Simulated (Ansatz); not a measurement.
Relaxation of a periodic cell of 17 atoms, HC₁₆ (host C, host structure diamond, interstitial H), cell charge +1, to a largest force component of 0.03 eV/Å in at most 60 steps.

Theory: DFT PBEsol, scalar-relativistic, plane waves, PAW (Ansatz 0.2.0). Settings: PAW set soft_1, cutoff 420 eV, k mesh 3x3x3, gaussian smearing 0.05 eV, no spin polarisation.

```xyz
17
Lattice="0.0000 3.5700 3.5700 3.5700 0.0000 3.5700 3.5700 3.5700 0.0000" Properties=species:S:1:pos:R:3:forces:R:3
C 0.000 0.000 0.000 -0.01 0.00 -0.01
C 0.892 0.892 0.892 -0.29 -0.34 -0.30
C 1.785 1.785 0.000 -0.08 0.07 1.27
C 2.678 2.678 0.892 0.34 0.29 -0.28
C 1.785 0.000 1.785 -0.01 1.16 0.01
C 2.678 0.892 2.678 0.29 -0.27 0.28
C 3.570 1.785 1.785 -1.12 -0.02 -0.01
C 4.463 2.678 2.678 -0.56 0.47 0.31
C 0.000 1.785 1.785 1.29 0.06 -0.07
C 0.892 2.678 2.678 -0.28 0.30 0.34
C 1.785 3.570 1.785 -0.09 -1.24 -0.09
C 2.678 4.463 2.678 0.44 -0.54 0.48
C 1.785 1.785 3.570 -0.03 -0.03 -1.14
C 2.678 2.678 4.463 0.30 0.51 -0.56
C 3.570 3.570 3.570 0.14 -0.06 0.11
C 4.463 4.463 4.463 -0.50 -0.31 -0.47
H 5.401 5.337 5.389 0.19 -0.07 0.14
```

**Question.** Where does it end, and by what steps?

**Answer.** It converged. The force dipped under the threshold on the way, but the program's further checks kept it going. Limits of this set-up: PAW files made for another functional, a small cell, in which the defect meets its images, charged cell in a uniform background, uncorrected. After 9 steps the energy has fallen by 0.828 eV; H17 moved furthest, 0.79 Å. Joined: C9–H17 (1.74 → 1.20 Å), C12–H17 (1.49 → 1.21 Å).

```csv
step,energy less start (eV),largest force component (eV/Å),accepted
0,0.0000,1.288,yes
1,-0.0990,0.400,yes
2,-0.1268,0.402,yes
3,-0.1880,0.683,yes
4,-0.2952,0.740,yes
5,-0.3842,1.949,yes
6,-0.6763,1.065,yes
7,-0.8224,0.300,yes
8,-0.8278,0.017,yes
9,-0.8278,0.017,yes
```

```xyz
17
Lattice="0.0000 3.5700 3.5700 3.5700 0.0000 3.5700 3.5700 3.5700 0.0000" Properties=species:S:1:pos:R:3
C -0.058 -0.019 -0.029
C 0.831 0.858 0.869
C 1.707 1.772 0.018
C 2.633 2.658 0.875
C 1.741 0.002 1.762
C 2.636 0.885 2.651
C 3.527 1.776 1.764
C 4.410 2.671 2.653
C 0.035 1.828 1.707
C 0.860 2.673 2.658
C 1.739 3.551 1.757
C 2.584 4.377 2.707
C 1.753 1.779 3.539
C 2.640 2.706 4.396
C 3.554 3.582 3.546
C 4.431 4.470 4.444
H 6.078 5.469 5.771
```

The run took 33 s on 1 thread of Arm Neoverse V2, on a shared host, peak memory 0.32 GiB.
